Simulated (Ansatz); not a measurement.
# C₃H₆N₂Si, SMILES C=N[SiH2]CC#N: a geometry optimisation

Computed with Ansatz's Python interface.

Notebook, run cell by cell (the value of a cell's last expression is shown):

In [1]:
```python
import ansatz as az
import numpy as np
```

In [2]:
```python
geometry_ang = [
    ("C", (-2.0453, 0.5068, -0.5348)),
    ("N", (-1.2314, -0.3897, -0.9613)),
    ("Si", (0.0037, -1.1141, 0.0963)),
    ("C", (1.1833, 0.2061, 0.6964)),
    ("C", (1.8459, 0.8344, -0.4475)),
    ("N", (2.37, 1.3318, -1.3516)),
    ("H", (-2.0117, 0.8586, 0.4929)),
    ("H", (-2.7838, 0.9249, -1.2096)),
    ("H", (0.7532, -2.132, -0.6549)),
    ("H", (-0.65, -1.7459, 1.252)),
    ("H", (0.6203, 0.9743, 1.2653)),
    ("H", (1.9459, -0.2553, 1.3568)),
]
system = az.Crystal.molecule()
for symbol, xyz in geometry_ang:
    system = system.atom(symbol, xyz)
```

In [3]:
```python
job = system.calculation().basis(gaussian="def2-SVP").functional("r2SCAN")
symbols = [site.symbol for site in system.cartesian_sites]
start = np.array([site.position_ang for site in system.cartesian_sites], dtype=float)
def progress(event):
    if event["event"] == "relax_step":
        row = event["data"]
        print(f"step {row['step']:3d}  E = {row['lagrangian_ev']:.6f} eV  max force {row['allowed_force_max_ev_ang']:.4f} eV/A")
```

In [4]:
```python
report = job.relax(force_tolerance=0.01, max_steps=100).session().plan().execute(on_event=progress).report
end = np.array(report["positions_ang"])

print("reference energy %16.6f eV" % report["reference_energy_ev"])
print("total energy     %16.6f eV" % report["free_energy_ev"])
print("occupied (up, down):", report["n_occupied"], " virtual:", report["n_virtual"], " frozen:", report["n_frozen"])
```
```text
step   1  E = -14053.769041 eV  max force 1.5105 eV/A
step   2  E = -14053.846498 eV  max force 0.6880 eV/A
step   3  E = -14053.841006 eV  max force 0.7597 eV/A
step   4  E = -14053.864002 eV  max force 0.1218 eV/A
step   5  E = -14053.866324 eV  max force 0.2545 eV/A
step   6  E = -14053.869164 eV  max force 0.1149 eV/A
step   7  E = -14053.872764 eV  max force 0.0856 eV/A
step   8  E = -14053.875115 eV  max force 0.2082 eV/A
step   9  E = -14053.877115 eV  max force 0.4819 eV/A
step  10  E = -14053.907317 eV  max force 0.1864 eV/A
step  11  E = -14053.925979 eV  max force 0.0679 eV/A
step  12  E = -14053.938025 eV  max force 0.2392 eV/A
step  13  E = -14053.901679 eV  max force 1.0519 eV/A
step  14  E = -14053.947815 eV  max force 0.0751 eV/A
step  15  E = -14053.952206 eV  max force 0.1050 eV/A
step  16  E = -14053.953306 eV  max force 0.3397 eV/A
step  17  E = -14053.955562 eV  max force 0.1022 eV/A
step  18  E = -14053.956784 eV  max force 0.0106 eV/A
step  19  E = -14053.956821 eV  max force 0.0157 eV/A
step  20  E = -14053.956781 eV  max force 0.0712 eV/A
step  21  E = -14053.957084 eV  max force 0.0258 eV/A
step  22  E = -14053.957179 eV  max force 0.0164 eV/A
step  23  E = -14053.957194 eV  max force 0.0075 eV/A
reference energy    -14053.957204 eV
total energy        -14053.957204 eV
occupied (up, down): [26, 26]  virtual: [92, 92]  frozen: 0
```

In [5]:
```python
print("bond        before    after (A)")
for i, j in [(0, 1), (0, 6), (0, 7), (1, 2), (2, 3), (2, 8), (2, 9), (3, 4), (3, 10), (3, 11), (4, 5)]:
    d0, d1 = (np.linalg.norm(xyz[i] - xyz[j]) for xyz in (start, end))
    print(f"{symbols[i]}{i}-{symbols[j]}{j}".ljust(10), f"{d0:8.4f} {d1:8.4f}")
with open("c3h6n2si_opt.xyz", "w") as handle:
    handle.write(f"{len(symbols)}\nrelaxed C3H6N2Si\n")
    handle.writelines(f"{s:2s} {x:11.6f} {y:11.6f} {z:11.6f}\n" for s, (x, y, z) in zip(symbols, end))
```
```text
bond        before    after (A)
C0-N1        1.2838   1.2659
C0-H6        1.0868   1.1151
C0-H7        1.0842   1.1078
N1-Si2       1.7801   1.7467
Si2-C3       1.8694   1.9035
Si2-H8       1.4704   1.4871
Si2-H9       1.4704   1.5020
C3-C4        1.4637   1.4489
C3-H10       1.1094   1.1043
C3-H11       1.1093   1.1046
C4-N5        1.1574   1.1638
```

`c3h6n2si_opt.xyz`, as written:
```text
12
relaxed C3H6N2Si
C    -2.355407    0.352029   -0.561736
N    -1.124866    0.151395   -0.780956
Si   -0.037858   -0.857322    0.142082
C     1.431763    0.229459    0.673389
C     2.201150    0.743459   -0.441623
N     2.810037    1.136436   -1.352274
H    -2.935497   -0.107323    0.272452
H    -2.938556    1.024658   -1.221070
H     0.454641   -1.950895   -0.737047
H    -0.641656   -1.420661    1.396743
H     1.049055    1.068908    1.280275
H     2.087294   -0.370242    1.329764
```

Caveats:
- Total energies depend on the basis set; only differences at equal settings carry meaning.
- The end point is the stationary point reached from this start; no frequency run checks that it is a minimum, and the basis set is modest.
- Wall time of the script: 2.6 min on 1 thread of Arm Neoverse V2 (shared host), peak memory 0.25 GiB.

(Lines on the test bed's own set-up are left out of the output.)
